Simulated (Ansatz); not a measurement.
# Ti (Titanium): the cost of one run

Computed with Ansatz 0.2.0 (DFT PBE, scalar-relativistic, plane waves, PAW, unless a step's input says otherwise).

1 further run of the same task is left out (set aside as unsound or not needed).

### 1 Starting point

The structure is hexagonal, space group P6_3/mmc (No. 194). The conventional cell has a = 2.939 Å, b = 2.939 Å, c = 4.650 Å, α = 90.00°, β = 90.00°, γ = 120.00°. Around Ti (site symmetry -6m2) lie 12 Ti at 2.88 to 2.94 Å.

As a file:

```
Ti
1.0
     2.93858    0.00000    0.00000
    -1.46929    2.54489    0.00000
     0.00000    0.00000    4.65043
Ti
2
Direct
  0.33333 0.66667 0.25000
  0.66667 0.33333 0.75000
```

This cell was relaxed beforehand with the same method: volume 17.39 Å³/atom, gap on the mesh none (metal).

### 2 Bulk reference on the slab's mesh

input.yaml

```yaml
crystal:
  lattice:
    - [2.9385821063, 0.0, 0.0]
    - [-1.4692910532, 5.3012188749, 0.0]
    - [1.4692910532, 1.2216904733, 2.232469705]
  atoms:
    - { symbol: Ti, position: [0.0833333333, 0.75, 0.5833333333] }
    - { symbol: Ti, position: [0.9166666667, 0.25, 0.4166666667] }
basis:
  ecutwfc: 420
kpoints:
  mp_grid: { grid: [12, 7, 15] }
hamiltonian:
  xc: pbe
scf:
  occupations: { method: gaussian, width: 0.1 }
output:
  forces: true
  stress: true
  eigenvalues: true
```

Command:

```console
$ ansatz run input.yaml --threads 1 --pin off --max-ram 2560MiB --backend cpu --events-out ev --progress --plain --runs-dir out
```

**Question.** How long does this run take on 1 thread of Arm Neoverse V1, shared host, and how much memory does it need?

About 16 s, with a peak of 0.55 GiB.
